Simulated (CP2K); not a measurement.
# Cd2S under changes of volume

One of the cells (26.333 Å³/atom); the others are scaled copies at fixed shape and fractional positions:

```xyz
3
Lattice="3.9627 0.0000 0.0000 -1.9813 3.4318 0.0000 0.0000 0.0000 5.8092" Properties=species:S:1:pos:R:3 pbc="T T T"
Cd    0.0000    2.2878    5.4183
Cd    1.9813    1.1439    3.3620
S     0.0000    2.2878    2.1245
```

The cell comes from a database or a generator and needn't be the stable form of this composition.

| Item | Value |
| --- | --- |
| Program | CP2K 2026.2 |
| Functional | PBE |
| Potentials or basis | POTENTIAL_UZH Cd GTH-PBE-q12, S GTH-PBE-q6; TZVP-MOLOPT-PBE-GTH basis |
| Density cutoff | 6123 eV |
| k mesh | 8 × 8 × 5 |
| Occupations | fermi-dirac, width 0.05 eV |
| Spin | no spin polarisation |

```tsv
volume (Å³/atom)	energy over the lowest point (meV/atom)	pressure (GPa)	gap on the mesh (eV)	largest force (eV/Å)
24.753	?	?	?	?
25.280	7.61	2.2	0.22	0.113
25.806	2.17	1.1	0.23	0.032
26.333	0.00	0.2	0.24	0.052
26.860	0.74	-0.6	0.25	0.126
27.386	4.06	-1.4	0.27	0.196
27.913	9.70	-2.0	0.29	0.261
```

Problem. What does the run at 24.753 Å³/atom give?

Solution. Energy over the lowest point 16.72 meV/atom; pressure 3.4 GPa; gap on the mesh 0.21 eV; largest force 0.204 eV/Å.

Worked out: A Birch-Murnaghan fit of order 3 (a polynomial in V^(-2/3)) to the other rows has its minimum at 26.45 Å³/atom with B0 = V·E''(V) = 43 GPa and B' = 4.9 at fixed shape and positions, which overstates the stiffness. It gives 16.74 meV/atom at 24.753 Å³/atom, against the run's 16.72, and -dE/dV = 3.4 GPa, against 3.4. A straight line through the other rows of the gap, of slope 0.69 eV per unit of ln V, extrapolates to 0.20 eV, against the run's 0.21.

Energies are extrapolated to zero smearing.

Caveats: an odd mesh through Γ misses points on the zone boundary, where band edges often lie; the basis of atomic orbitals isn't converged, which shifts pressures, moduli and gaps. Spin-orbit coupling on Cd is left out.
